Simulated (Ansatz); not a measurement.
The system is VBiO4.

```
Bi V O
1.0
    -3.65150    3.65150    3.29200
     3.65150   -3.65150    3.29200
     3.65150    3.65150   -3.29200
Bi V O
2 2 8
Direct
  0.00000 0.00000 0.00000
  0.75000 0.25000 0.50000
  0.25000 0.75000 0.50000
  0.50000 0.50000 0.00000
  0.66700 0.48900 0.82200
  0.23900 0.91700 0.32200
  0.66700 0.84500 0.17800
  0.59500 0.91700 0.67800
  0.08300 0.40500 0.32200
  0.51100 0.33300 0.17800
  0.08300 0.76100 0.67800
  0.15500 0.33300 0.82200
```

Measurements of this composition are mostly on another form, of space group No. 15.

Program: Ansatz 0.2.0. Alike in all runs: task single point; level PBEsol; potentials or basis Ansatz PAW; cell as given; k mesh 6 × 6 × 6; cutoff (eV) 420; smearing fermi-dirac 0.05 eV. Hardware: 4 threads of Intel(R) Xeon(R) 6975P-C (Granite Rapids), with other jobs on the host.

**Question.** Order these runs on this cell by their wall time, lowest first.
A. spin off
B. spin collinear, random start
C. spin collinear, ferrimagnetic start

**Answer.** A (2.6 s), B (14 s), C (34 s).

Caveats: the starting moments weren't kept (some runs).
